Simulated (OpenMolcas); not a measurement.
**SnGeH6 (SMILES [GeH3][SnH3]) at 6 levels**

We compute a comparison of 6 runs (HF/STO-3G, HF/3-21G, BLYP/def2-SVP, M06-2X/def2-SVP, TPSS/def2-SVP, CCSD(T)/def2-SVP) of SnGeH6. 

Program for the calculation: OpenMolcas 26.06.

### 1 Starting point

SnGeH6: 8 atoms, total charge 0, spin state singlet. As SMILES, `[GeH3][SnH3]`. The Ge1–H5 distance was set to 1.999 Å, away from the relaxed value.

Bond lengths: Ge1–Sn2 2.595 Å, Ge1–H3 1.538 Å, Ge1–H4 1.538 Å, Sn2–H6 1.707 Å, Sn2–H7 1.707 Å, Sn2–H8 1.707 Å. Angles: Ge1–Sn2–H6 110.4°, Ge1–Sn2–H7 110.5°, Ge1–Sn2–H8 110.4°, Sn2–Ge1–H3 110.4°, Sn2–Ge1–H4 110.4°, H6–Sn2–H7 108.5°, H6–Sn2–H8 108.5°, H7–Sn2–H8 108.5°, H3–Ge1–H4 108.5°. A long bond or contact: Ge1–H5 1.999 Å.

### 2 The energy at HF/STO-3G (run 1)

Contents of mol.input:

```
&GATEWAY
  BASLIB
  $CurrDir
  COORD
  8
  angstrom
  Ge      -1.006600       0.105576      -0.699873
  Sn       0.499000      -0.470524       1.333727
  H       -2.083300       1.127076      -0.298073
  H       -1.705900      -1.158824      -1.225573
  H        0.087500       0.886500      -2.179300
  H       -0.440100      -1.113024       2.606627
  H        1.678500      -1.624424       0.895227
  H        1.295400       0.928876       1.901527
  BASIS
  STO-3G
  GROUP
  NoSym

&SEWARD

&SCF
  THRESHOLDS
  1e-10 1e-07 1e-07 1e-05
  PRORBITALS
  1 2
```

The basis set STO-3G is read from a file made from the Basis Set Exchange's data (not shown).

Run with:

```sh
$ export MOLCAS_MEM=1860
$ pymolcas mol.input > mol.log
```

Log:

```text
--- Start Module: gateway ---
[...]
--- Stop Module: gateway /rc=_RC_ALL_IS_WELL_ ---
--- Start Module: seward ---
[...]
      Basis functions           51
--- Stop Module: seward /rc=_RC_ALL_IS_WELL_ ---
[...]
--- Start Module: scf ---
[...]
       Convergence after   9 Iterations
[...]
::    Total SCF energy                              -8018.5024077993
[...]
      Total spin, S                                     0.0000000000
[...]
      Total electronic charge=   88.000000
      Total            charge=   -0.000000
[...]
      Dipole Moment (debye):
      Origin of the operator (angstrom)=   -0.0788   -0.2480    0.5498
                   X= -9.2237E-02               Y= -1.8867E-01               Z=  4.2616E-01           Total=  4.7510E-01
      Quadrupole Moment (debye*angstrom):
[...]
--- Stop Module: scf /rc=_RC_ALL_IS_WELL_ ---
[...]
```

It took 2.6 s on 1 thread of AMD EPYC 7R43 (Zen 3), shared host; peak memory 0.38 GiB.

### 3 A single-point energy at HF/3-21G (run 2)

Contents of job.inp:

```
&GATEWAY
BasLib=$CurrDir
Coord
8
angstrom
Ge      -1.006600       0.105576      -0.699873
Sn       0.499000      -0.470524       1.333727
H       -2.083300       1.127076      -0.298073
H       -1.705900      -1.158824      -1.225573
H        0.087500       0.886500      -2.179300
H       -0.440100      -1.113024       2.606627
H        1.678500      -1.624424       0.895227
H        1.295400       0.928876       1.901527
Basis=3-21G
Group=NoSym
&SEWARD
&SCF
Thresholds=1e-10 1e-07 1e-07 1e-05
PrOrbitals=0
```

The basis set 3-21G is read from a file made from the Basis Set Exchange's data (not shown).

Run with:

```sh
$ export MOLCAS_MEM=1860
$ pymolcas job.inp > job.log
```

Log:

```text
--- Start Module: gateway ---
[...]
--- Stop Module: gateway /rc=_RC_ALL_IS_WELL_ ---
--- Start Module: seward ---
[...]
      Basis functions           65
--- Stop Module: seward /rc=_RC_ALL_IS_WELL_ ---
[...]
--- Start Module: scf ---
[...]
       Convergence after  11 Iterations
[...]
::    Total SCF energy                              -8065.0074737387
[...]
      Total spin, S                                     0.0000000000
[...]
      Total electronic charge=   88.000000
      Total            charge=   -0.000000
[...]
      Dipole Moment (debye):
      Origin of the operator (angstrom)=   -0.0788   -0.2480    0.5498
                   X= -2.9920E-01               Y= -3.7046E-01               Z=  7.9012E-01           Total=  9.2252E-01
      Quadrupole Moment (debye*angstrom):
[...]
--- Stop Module: scf /rc=_RC_ALL_IS_WELL_ ---
[...]
```

It took 3.9 s on 1 thread of AMD EPYC 7R43 (Zen 3), shared host; peak memory 0.4 GiB.

### 4 A single-point energy at BLYP/def2-SVP (core potential) (run 3)

Contents of mol.inp:

```
&GATEWAY
BasLib = $CurrDir
Coord
8
angstrom
Ge      -1.006600       0.105576      -0.699873
Sn       0.499000      -0.470524       1.333727
H       -2.083300       1.127076      -0.298073
H       -1.705900      -1.158824      -1.225573
H        0.087500       0.886500      -2.179300
H       -0.440100      -1.113024       2.606627
H        1.678500      -1.624424       0.895227
H        1.295400       0.928876       1.901527
Basis = def2-SVP
Group = NoSym
&SEWARD
GridInput
Grid=UltraFine
End of Grid
&SCF
KSDFT = BLYP
Thresholds = 1e-10 1e-07 1e-07 1e-05
PrOrbitals = 1 2
```

The basis set def2-SVP is read from a file made from the Basis Set Exchange's data (not shown).

Run with:

```sh
$ export MOLCAS_MEM=1860
$ pymolcas mol.inp > mol.log
```

Log:

```text
--- Start Module: gateway ---
[...]
--- Stop Module: gateway /rc=_RC_ALL_IS_WELL_ ---
--- Start Module: seward ---
[...]
      Basis functions           88
--- Stop Module: seward /rc=_RC_ALL_IS_WELL_ ---
[...]
--- Start Module: scf ---
[...]
       Convergence after  15 Iterations
[...]
::    Total KS-DFT energy                           -2294.5577325344
[...]
      Total spin, S                                     0.0000000000
[...]
      Total electronic charge=   60.000000
      Total            charge=   -0.000000
[...]
      Dipole Moment (debye):
      Origin of the operator (angstrom)=   -0.0788   -0.2480    0.5498
                   X= -3.4960E-01               Y= -2.9487E-01               Z=  5.8404E-01           Total=  7.4180E-01
      Quadrupole Moment (debye*angstrom):
[...]
--- Stop Module: scf /rc=_RC_ALL_IS_WELL_ ---
[...]
```

Run time: 25 s. Hardware: 1 thread of AMD EPYC 7R43 (Zen 3), shared host; peak memory 0.48 GiB.

Runs 4 to 5 aren't shown in full; the table further down has their settings and results.

### 5 The energy at CCSD(T)/def2-SVP (core potential) (run 6)

Contents of run.input:

```
* GeH6Sn CCSD(T)
&GATEWAY
BasLib=$CurrDir
Coord
8
angstrom
Ge      -1.006600       0.105576      -0.699873
Sn       0.499000      -0.470524       1.333727
H       -2.083300       1.127076      -0.298073
H       -1.705900      -1.158824      -1.225573
H        0.087500       0.886500      -2.179300
H       -0.440100      -1.113024       2.606627
H        1.678500      -1.624424       0.895227
H        1.295400       0.928876       1.901527
Basis=def2-SVP
Group=NoSym
&SEWARD
&SCF
Thresholds=1e-10 1e-07 1e-07 1e-05
PrOrbitals=1 1
&RASSCF
FileOrb=$Project.ScfOrb
Spin=1
Nactel=0 0 0
Inactive=30
Ras2=0
OutOrbitals=Canonical
OrbListing=Nothing
&MOTRA
JobIph
Frozen=13
&CCSDT
CCT
Triples=2
Iterations=80
Accuracy=1e-08
Extrapolation=5 4
```

The basis set def2-SVP is read from a file made from the Basis Set Exchange's data (not shown).

Run with:

```sh
$ export MOLCAS_MEM=1860
$ pymolcas run.input > run.log
```

Log:

```text
--- Start Module: gateway ---
[...]
--- Stop Module: gateway /rc=_RC_ALL_IS_WELL_ ---
[...]
      Basis functions           88
[...]
       Convergence after  12 Iterations
[...]
::    Total SCF energy                              -2291.8759782013
[...]
      Total spin, S                                     0.0000000000
[...]
      Number of active orbitals                  0
[...]
      Spin quantum number                      0.0
[...]
      Active orbitals                            0
[...]
      Number of CSFs                             1
[...]
      Number of root(s) required                 1
[...]
      Convergence after  4 iterations
[...]
      Natural orbitals and occupation numbers for root  1
      ************************************************************************************************************************
      *                                                    Final results                                                     *
      ************************************************************************************************************************
[...]
::    RASSCF root number  1 Total energy:  -2291.87597820
[...]
      Total electronic charge=   60.000000
      Total            charge=   -0.000000
[...]
      Dipole Moment (debye):
      Origin of the operator (angstrom)=   -0.0788   -0.2480    0.5498
                   X= -4.2414E-01               Y= -3.8363E-01               Z=  7.7185E-01           Total=  9.6064E-01
      Quadrupole Moment (debye*angstrom):
[...]
--- Start Module: motra ---
[...]
--- Stop Module: motra /rc=_RC_ALL_IS_WELL_ ---
[...]
--- Start Module: ccsdt ---
[...]
      Convergence after                    15  Iterations
      Total energy (diff) :   -2292.27610074      -0.00000000
[...]
 METHOD                       : CCSD+T(CCSD)+<T3(1)WT1> = CCSD(T)
[...]
       CCSD     =     -2292.2761007385525
[...]
```

Run time: 1.7 min. Hardware: 1 thread of AMD EPYC 7R43 (Zen 3), shared host; peak memory 0.48 GiB.

### 6 The series

```tsv
run	level	integration grid	frozen core orbitals	energy (Eh)	dipole moment (D) of the reference	HOMO energy (eV)	LUMO energy (eV)	wall time
1	HF/STO-3G	–	–	-8018.502408	0.48	-7.98	8.17	2.6 s
2	HF/3-21G	–	–	-8065.007474	0.92	-10.20	2.47	3.9 s
3	BLYP/def2-SVP (core potential)	UltraFine	–	-2294.557733	0.74	-6.68	-1.71	25 s
4	M06-2X/def2-SVP (core potential)	UltraFine	–	-2294.491529	0.82	-8.82	-0.05	26 s
5	TPSS/def2-SVP (core potential)	UltraFine	–	-2294.483875	0.78	-7.02	-1.68	31 s
6	CCSD(T)/def2-SVP (core potential)	–	13	-2292.287327	0.96	-10.26	2.26	1.7 min
```

### 7 Results

```
                                           quantity           value
                                run 6: total energy  -2292.28733 Eh
          run 6: dipole moment (mean-field density)          0.96 D
         run 6: HOMO energy (Hartree–Fock orbitals)       -10.26 eV
         run 6: LUMO energy (Hartree–Fock orbitals)         2.26 eV
       run 6: HOMO–LUMO gap (Hartree–Fock orbitals)        12.52 eV
run 6: correlation energy (13 core orbitals frozen)      -411.3 mEh
                              run 6: (T) correction      -11.23 mEh
```

What this shows: Over runs 1, 2, 3, 4, 5 the dipole moment (its size) runs from 0.48 D (HF/STO-3G) to 0.92 D (HF/3-21G). Over runs 1, 2, 3, 4, 5 the HOMO–LUMO gap runs from 4.96 eV (BLYP/def2-SVP) to 16.15 eV (HF/STO-3G). The two ends differ in method and basis and core potential. Totals of different functionals can't be ranked against each other. Some runs of one species differ in core potentials or relativity; totals across that change don't compare. In run 1 the basis is minimal, so the values are rough. In runs 1, 2 relativity is left out where basis or elements ask for it. All runs together took 3.2 min, the longest 1.7 min.
